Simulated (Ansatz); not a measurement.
# Si: the cost of one run

Computed with Ansatz 0.2.0 (DFT LDA, scalar-relativistic, plane waves, PAW, unless a step's input says otherwise).

1 further run of the same task is left out (it didn't finish).

### Step 1. The starting structure

Symmetry: I4_1/amd, No. 141, tetragonal system. The conventional cell has a = 4.765 Å, b = 4.765 Å, c = 2.611 Å, α = 90.00°, β = 90.00°, γ = 90.00°. Si (site symmetry -4m2) is surrounded by 6 Si at 2.47 to 2.61 Å.

Coordinates:

```cif
data_structure
_symmetry_space_group_name_H-M 'I4_1/amd:1'
_symmetry_Int_Tables_number 141
_cell_length_a 4.7648
_cell_length_b 4.7648
_cell_length_c 2.6106
_cell_angle_alpha 90.000
_cell_angle_beta 90.000
_cell_angle_gamma 90.000
_cell_volume 59.27
loop_
_atom_site_label
_atom_site_type_symbol
_atom_site_symmetry_multiplicity
_atom_site_Wyckoff_symbol
_atom_site_fract_x
_atom_site_fract_y
_atom_site_fract_z
_atom_site_occupancy
Si1 Si 4 b 0.00000 0.50000 0.75000 1
```

It goes back to an entry of the Materials Project, which need not be the stable form.

This cell was relaxed beforehand with the same method: volume 14.82 Å³/atom, gap on the mesh none (metal).

### Step 2. Zero of the scan

File input.yaml:

```yaml
crystal:
  lattice:
    - [-2.3824154563, 2.3824154563, 1.3052992317]
    - [2.3824154563, -2.3824154563, 1.3052992317]
    - [2.3824154563, 2.3824154563, -1.3052992317]
  atoms:
    - { symbol: Si, position: [0.25, 0.75, 0.5] }
    - { symbol: Si, position: [0.5, 0.5, 0.0] }
basis:
  ecutwfc: 420
kpoints:
  mp_grid: { grid: [28, 28, 28] }
hamiltonian:
  xc: lda
scf:
  occupations: { method: gaussian, width: 0.15 }
output:
  forces: true
  stress: true
  eigenvalues: true
```

Started as:

```sh
$ ansatz run input.yaml --threads 1 --pin off --max-ram 2560MiB --backend cpu --events-out ev --progress --plain --runs-dir out
```

What time and memory should one allow on 1 thread of Intel Xeon at 2.50GHz (Skylake/Cascade Lake), shared host?

About 70 s, with a peak of 0.72 GiB.
